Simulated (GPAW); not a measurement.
# TeAs2 (I4_1/amd) in GPAW: further runs

One crystal, TeAs2, is run at these levels: PBE, TB-mBJ; tasks: band structure, equation of state, single point.

Program: GPAW 26.7.0. These are calculated values, not measurements. Logs are shortened: lines on timing, memory, paths and dates and some standing lists are left out, and cuts for length are marked. The log counts tension as positive stress, the text compression.

## Step 1: Starting point

It takes space group I4_1/amd (No. 141, tetragonal). The conventional cell has a = 7.113 Å, b = 7.113 Å, c = 5.881 Å, α = 90.00°, β = 90.00°, γ = 90.00°. Around Te (site symmetry -4m2) lie 4 As at 2.83 Å. As (site symmetry 2/m) has 2 Te at 2.83 Å and 4 As at 2.91 Å as nearest neighbours.

The cell comes from a database or a generator and needn't be the stable form of this composition.

## Step 2: Band structure, PBE

run.py

```python
from ase import Atoms
from ase.dft.bandgap import bandgap
from ase.io import write
from ase.units import GPa
from gpaw import GPAW, PW

atoms = Atoms(['Te', 'Te', 'As', 'As', 'As', 'As'],
              cell=[[-3.556454, 3.556454, 2.940516],
                    [3.556454, -3.556454, 2.940516],
                    [3.556454, 3.556454, -2.940516]],
              scaled_positions=[[0.0, 0.0, 0.0],
                                [0.75, 0.25, 0.5],
                                [0.875, 0.625, 0.25],
                                [0.375, 0.625, 0.75],
                                [0.375, 0.125, 0.75],
                                [0.375, 0.625, 0.25]],
              pbc=True)

calc = GPAW(mode=PW(600),
            xc='PBE',
            kpts={'size': (5, 5, 5), 'gamma': True},
            occupations={'name': 'fermi-dirac', 'width': 0.05},
            nbands=30,
            convergence={'density': 1e-05, 'energy': 1e-05},
            maxiter=150,
            txt='gpaw.txt')
atoms.calc = calc
energy = atoms.get_potential_energy()
forces = atoms.get_forces()
stress = atoms.get_stress()
calc.write('gs.gpw')
write('result.traj', atoms)
print(f'Energy: {energy:.6f} eV')
print('Forces (eV/A):')
print(forces.round(4))
print('Stress (GPa):', (stress / GPa).round(3))
print('Fermi level:', round(calc.get_fermi_level(), 4), 'eV')
print(f'Gap: {bandgap(calc)[0]:.4f} eV, direct: {bandgap(calc, direct=True)[0]:.4f} eV')

path = atoms.cell.bandpath('GXMGZPNZ1M,XP', npoints=100, eps=1e-4)
bs_calc = calc.fixed_density(kpts=path, symmetry='off', nbands=54,
                             convergence={'bands': 'CBM+6.0', 'eigenstates': 1e-6}, txt='bands.txt')
bs = bs_calc.band_structure()
bs.write('bs.json')
print(f'Gap on the path: {bandgap(bs_calc)[0]:.4f} eV')
```

Potentials or basis: GPAW PAW data sets (gpaw-data 1.2.1), pw.

Launch:

```console
$ OMP_NUM_THREADS=1 python run.py
```

gpaw.txt:

```text
__  _  _
 | _ |_)|_||  |
 |__||  | ||/\| - 26.7.0

Input parameters:
  mode=PW(ecut=600.0),
  convergence={'density': 1e-05, 'energy': 1e-05},
  kpts=MonkhorstPack(size=(5, 5, 5), gamma=True),
  maxiter=150,
  nbands=30,
  occupations=Occupations(name='fermi-dirac', width=0.05),
  xc=XC(name='PBE')

Diagonalizing LCAO Hamiltonian
Converting LCAO to pw mode

         As
          Te

            As   As
              As
       Te

Atoms  # Å, Bohr magnetons
|   | symbol |         x |         y |         z |    initial magnetic moments |
|---|--------|-----------|-----------|-----------|-----------------------------|
| 0 |     Te |  0.000000 |  0.000000 |  0.000000 | ( 0.0000,  0.0000,  0.0000) |
| 1 |     Te |  0.000000 |  3.556454 |  1.470258 | ( 0.0000,  0.0000,  0.0000) |
| 2 |     As | -0.000000 |  1.778227 |  3.675645 | ( 0.0000,  0.0000,  0.0000) |
| 3 |     As |  3.556454 |  1.778227 |  0.735129 | ( 0.0000,  0.0000,  0.0000) |
| 4 |     As |  1.778227 |  3.556454 | -0.735129 | ( 0.0000,  0.0000,  0.0000) |
| 5 |     As |  1.778227 | -0.000000 |  2.205387 | ( 0.0000,  0.0000,  0.0000) |

Unit cell  # Å
| periodic |         x |         y |         z |  lengths |     angles |
|----------|-----------|-----------|-----------|----------|------------|
|      yes | -3.556454 |  3.556454 |  2.940516 | 5.826093 | 104.758008 |
|      yes |  3.556454 | -3.556454 |  2.940516 | 5.826093 | 104.758008 |
|      yes |  3.556454 |  3.556454 | -2.940516 | 5.826093 | 119.375146 |

Number of symmetries: 8
Symmetry operations  # r_c * U_cc + t_c -> r_c
|   | kind |            matrix            |
|---|------|------------------------------|
| 0 |  σ   |  1, 1, 1,  0, 0,-1,  0,-1, 0 |
| 1 |  E   |  1, 0, 0,  0, 1, 0,  0, 0, 1 |
| 2 |  C2  |  0, 1, 0,  1, 0, 0, -1,-1,-1 |
| 3 |  S4  |  0, 0, 1, -1,-1,-1,  0, 1, 0 |
| 4 |  σ   |  0, 0,-1,  1, 1, 1, -1, 0, 0 |
| 5 |  C2  |  0,-1, 0, -1, 0, 0,  0, 0,-1 |
| 6 |  C2  | -1, 0, 0,  0,-1, 0,  1, 1, 1 |
| 7 |  S4  | -1,-1,-1,  0, 0, 1,  1, 0, 0 |

BZ-sampling:
  Number of BZ points: 125
  Number of IBZ points: 18

  Monkhorst-Pack size: [5, 5, 5]
  Monkhorst-Pack shift: [0, 0, 0]

K-points  # in reciprocal-cell coordinates
|     |                                coordinates |     weight |
|-----|--------------------------------------------|------------|
|   0 | (  0.00000000,   0.00000000,   0.00000000) | 0.00800000 |
|   1 | (  0.20000000,  -0.20000000,   0.00000000) | 0.03200000 |
|   2 | (  0.20000000,  -0.20000000,   0.20000000) | 0.03200000 |
|   3 | (  0.20000000,   0.00000000,   0.00000000) | 0.06400000 |
|   4 | (  0.20000000,   0.20000000,  -0.20000000) | 0.01600000 |
|   5 | (  0.40000000,  -0.40000000,   0.00000000) | 0.03200000 |
|   6 | (  0.40000000,  -0.40000000,   0.20000000) | 0.06400000 |
|   7 | (  0.40000000,  -0.40000000,   0.40000000) | 0.03200000 |
|   8 | (  0.40000000,  -0.20000000,   0.00000000) | 0.12800000 |
|   9 | (  0.40000000,  -0.20000000,   0.20000000) | 0.06400000 |
| ... |                                            |            |
|  17 | (  0.40000000,   0.40000000,   0.40000000) | 0.06400000 |

Plane wave coefficients: 4984
Cutoff: 600.0 eV

Spin-components: 1 (collinear spins)
Bands:           30
Projectors:      30
Spin-degeneracy: 2
Datatype:        complex128

Parallelization:
  kpt:    1
  domain: 1
  band:   1

Density:
  Valence electrons: 32.0
  Components: 1
  Grid points: [35 35 35]
  Charge: 0.0  # |e|

Potential:
  Grid points: [35 35 35]

species:
  Te:
    name:    Tellurium
    Z:       52.0
    valence: 6
    core:    46
    charge:  0.0  # [|e|]
    compensation charges:
      type: gauss
      rc: 0.36  # [Å]
      lmax: 2
    cutoffs:
      filter: 2.09  # [Å]
      core: 3.17  # [Å]
    projectors
    | kind |    occ | energy [eV] | rcut [Å] |
    |------|--------|-------------|----------|
    |   5s |  2.000 |     -15.089 |    1.180 |
    |   5p |  4.000 |      -5.955 |    1.196 |
    |    s |        |      12.123 |    1.180 |
    |    p |        |      21.256 |    1.196 |
    |    d |        |       0.000 |    1.238 |

    Using partial waves for Te as LCAO basis

  As:
    name:    Arsenic
    Z:       33.0
    valence: 5
    core:    28
    charge:  0.0  # [|e|]
    compensation charges:
      type: gauss
      rc: 0.33  # [Å]
      lmax: 2
    cutoffs:
      filter: 1.87  # [Å]
      core: 2.96  # [Å]
    projectors
    | kind |    occ | energy [eV] | rcut [Å] |
    |------|--------|-------------|----------|
    |   4s |  2.000 |     -14.487 |    1.058 |
    |   4p |  3.000 |      -5.196 |    1.058 |
    |    s |        |      12.725 |    1.058 |
    |    p |        |      22.016 |    1.058 |
    |    d |        |       0.000 |    1.058 |

    Using partial waves for As as LCAO basis

Reference energy: -615593.261268  # eV

eigensolver:
  PPCG
  Converge bands: occupied
  niter=2

density mixing:
  MSR1-Mixer
  Pratt-step length: 0.05
  Maximum mixing coefficient: 0.75
  Old densities: 10
  SVD Regularization: 0.005
  Good broyden scale: 1.0
  Trust region scale: 1.0
  Backstep threshold: 4.0
  History deletion threshold: 6.0
  Fourier metric: weight=20.0, sigma=0.015

occupation numbers:
  Fermi-Dirac:
    width: 0.0500  # eV

poisson solver:
  ecut: 4800.0  # eV

xc functional:
  name: PBE with 2 nearest neighbor stencil

convergence criteria:
- Maximum integral of absolute [dens]ity change: 1e-05 electrons / valence electron
- Maximum [total energy] change in last 3 cyles: 1e-05 eV / valence electron
- Maximum integral of absolute [eigenst]ate change: 4e-08 eV^2 / valence electron
maximum number of iterations: 150

SCF iterations
|iter     | |      energy | eigst |  dens |
|---------|-|-------------|-------|-------|
|iter:   1| |  -23.855700 | -0.53 |       |
|iter:   2| |  -23.866742 | -2.58 | -1.39 |
|iter:   3| |  -23.865592 | -3.39 | -1.41 |
|iter:   4| |  -23.867596 | -4.37 | -1.91 |
|iter:   5| |  -23.867218 | -5.06 | -2.51 |
|iter:   6| |  -23.867283 | -5.69 | -2.78 |
|iter:   7| |  -23.867285c| -7.12 | -3.46 |
|iter:   8| |  -23.867287c| -8.01c| -4.05 |
|iter:   9| |  -23.867287c| -8.44c| -4.83 |
|iter:  10| |  -23.867287c| -8.97c| -5.17c|

Converged in 10 steps
Energy contributions relative to reference atoms: (reference = -615593.261268)

Energy contributions:
  Kinetic:          29.184290
  Coulomb:         -30.165384
  Zero:              0.232495
  External:          0.000000
  Xc:              -23.111343
  Entropy:          -0.014690
  Spinorbit:         0.000000
  ----------------------------
  Free energy:     -23.874632
  Extrapolated:    -23.867287

dipole moment: (-26.301608, -4.071394, -12.556369)  # |e|*Ang

Fermi level: 6.567
Eigenvalues  # (at kpt = [0.000, 0.000, 0.000])
| band index |      eig [eV] | occ [0-2] |
|------------|---------------|-----------|
|          0 |        -7.524 |     2.000 |
|        ... |               |           |
|          8 |         2.399 |     2.000 |
|          9 |         2.399 |     2.000 |
|         10 |         2.543 |     2.000 |
|         11 |         3.781 |     2.000 |
|         12 |         3.781 |     2.000 |
|         13 |         4.360 |     2.000 |
[... 8 lines left out ...]
|         22 |        11.386 |     0.000 |
|         23 |        11.386 |     0.000 |
|        ... |               |           |
|         29 |        15.318 |     0.000 |

No gap
No difference between direct/indirect transitions

Forces  # eV/Ang
|        x |        y |        z |
|----------|----------|----------|
|  0.00000 |  0.00000 |  0.00000 |  # Te   0
|  0.00000 |  0.00000 |  0.00000 |  # Te   1
|  0.00000 |  0.00003 | -0.00001 |  # As   2
| -0.00000 | -0.00003 | -0.00001 |  # As   3
| -0.00003 | -0.00000 |  0.00001 |  # As   4
|  0.00003 |  0.00000 |  0.00001 |  # As   5

Stress tensor  # eV/Ang^3
|        x |         y |         z |
|----------|-----------|-----------|
| 0.002924 |  0.000000 |  0.000000 |
| 0.000000 |  0.002924 | -0.000000 |
| 0.000000 | -0.000000 |  0.005555 |

# Writing to gs.gpw (mode='')
```

Wall time 2.9 min (1 thread of Intel Xeon 6975P-C (Granite Rapids), shared host); peak memory 0.85 GiB.

Results:

- Free energy: -23.8746 eV
- Pressure: -0.6 GPa
- Band gap along the path: none (metal or under the smearing width)

Levels at the corners of the path, in eV from the Fermi level:
| point | band 14 | band 15 | band 16 | band 17 | band 18 | band 19 |
| --- | --- | --- | --- | --- | --- | --- |
| Γ | -2.21 | -2.21 | -0.74 | 1.58 | 2.93 | 2.93 |
| X | -1.26 | -1.06 | -1.06 | -0.32 | -0.32 | 1.91 |
| M | -0.90 | -0.07 | -0.07 | 0.01 | 0.01 | 0.60 |
| Γ | -2.21 | -2.21 | -0.74 | 1.58 | 2.93 | 2.93 |
| Z | -0.93 | -0.25 | -0.25 | -0.01 | 0.65 | 0.65 |
| P | -1.57 | -1.56 | -1.56 | 1.66 | 1.66 | 1.90 |
| N | -1.01 | -0.49 | -0.47 | -0.27 | 0.15 | 1.31 |
| Z1 | -0.93 | -0.25 | -0.25 | -0.01 | 0.65 | 0.65 |
| M | -0.90 | -0.07 | -0.07 | 0.01 | 0.01 | 0.60 |
| X | -1.26 | -1.06 | -1.06 | -0.32 | -0.32 | 1.91 |
| P | -1.57 | -1.56 | -1.56 | 1.66 | 1.66 | 1.90 |

Caveat: spin-orbit coupling is left out, which moves the levels of the heavy elements.

(Part 1 of 2 ends here.)
